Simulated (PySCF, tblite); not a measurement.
# C7H10N radical: geometry, infrared bands and EPR parameters

Aim: predict the infrared bands and EPR parameters of C7H10N radical (`NCC1=C[CH]CC=C1`).

Programs: tblite 0.8.0 and PySCF 2.14.0, with density-fitted response routines of our own. Each step states its level of theory. These are calculated values for one molecule in the gas phase, unless marked as measured. Atoms are numbered from 0 throughout.

## Step 1: Starting geometry

18 atoms, charge 0, multiplicity 2; geometry from: force field or distance geometry start.

Bonds of the start (Å): N0–C1 1.46, C1–C2 1.50, C2–C3 1.34, C3–C4 1.45, C4–C5 1.51, C5–C6 1.51, C6–C7 1.35, C7–C2 1.46, N0–H8 1.02, N0–H9 1.03, C1–H10 1.09, C1–H11 1.11, C3–H12 1.10, C4–H13 1.07, C5–H14 1.09, C5–H15 1.10, C6–H16 1.08, C7–H17 1.08.

## Step 2: Optimising the geometry with GFN2-xTB

What the job is given:

```
{"job": {"kind": "relax", "xc": "GFN2-xTB", "basis": "xTB"}, "charge": 0, "multiplicity": 2}
N      2.788100     0.603700    -0.321400
C      1.949100    -0.581500    -0.500900
C      0.522800    -0.335700    -0.118300
C     -0.044200    -0.839700     0.982200
C     -1.427200    -0.612300     1.337200
C     -2.299000     0.225000     0.435700
C     -1.581100     0.731700    -0.790600
C     -0.283600     0.469900    -1.034500
H      2.401700     1.354900    -0.890100
H      2.685500     0.921900     0.648900
H      2.018400    -0.931900    -1.531500
H      2.373500    -1.391600     0.126000
H      0.531500    -1.455500     1.688000
H     -1.827700    -1.037300     2.236600
H     -3.162900    -0.360900     0.129300
H     -2.673300     1.083000     1.021100
H     -2.156800     1.327500    -1.485200
H      0.176700     0.835300    -1.944300
```

The run is started by

```sh
OMP_NUM_THREADS=1 python probes_run.py task.json out
```

The driver reads the jobs from task.json and runs them one after another.

**Question.** This job is followed by: GFN2-xTB harmonic vibrations, gas phase; UKS B3LYP, pcH-1 on C H N, non-relativistic, mean-field spin-orbit, GIAO. Predict these results of the whole session: strongest single infrared mode (GFN2-xTB); zero-point energy (GFN2-xTB); g(iso) (B3LYP); ⟨S²⟩; largest a(iso) (averaged by class); surface potential, 1st and 99th percentile.

The runs gave:

| quantity | value |
| --- | --- |
| strongest single infrared mode (GFN2-xTB) | 983 cm⁻¹, 195 km/mol |
| zero-point energy (GFN2-xTB) | 94.5 kcal/mol |
| g(iso) (B3LYP) | 2.00256 |
| ⟨S²⟩ | 0.783 (exact 0.75) |
| largest a(iso) (averaged by class) | 1H on H14, H15, 147.8 MHz |
| surface potential, 1st and 99th percentile | -1.73 V and 1.18 V |

In words: The optimisation took 72 steps and gained 0.315 eV; among the close pairs (by a distance rule), C3–C4 changed most, from 1.446 to 1.354 Å. No mode is imaginary among the 48: a minimum at this level. The strongest single mode, at 983 cm⁻¹, has its largest shares on N0, H9 and H8 (the list is cut at 3 atoms). GFN2-xTB is a fitted tight-binding method: band positions and strengths are rough. Its intensities can rank the bands wrongly. The largest spin populations lie on C2 (0.54 e), C4 (0.42 e), C6 (0.41 e). The isotropic g lies 0.2 ppt above the free-electron value.
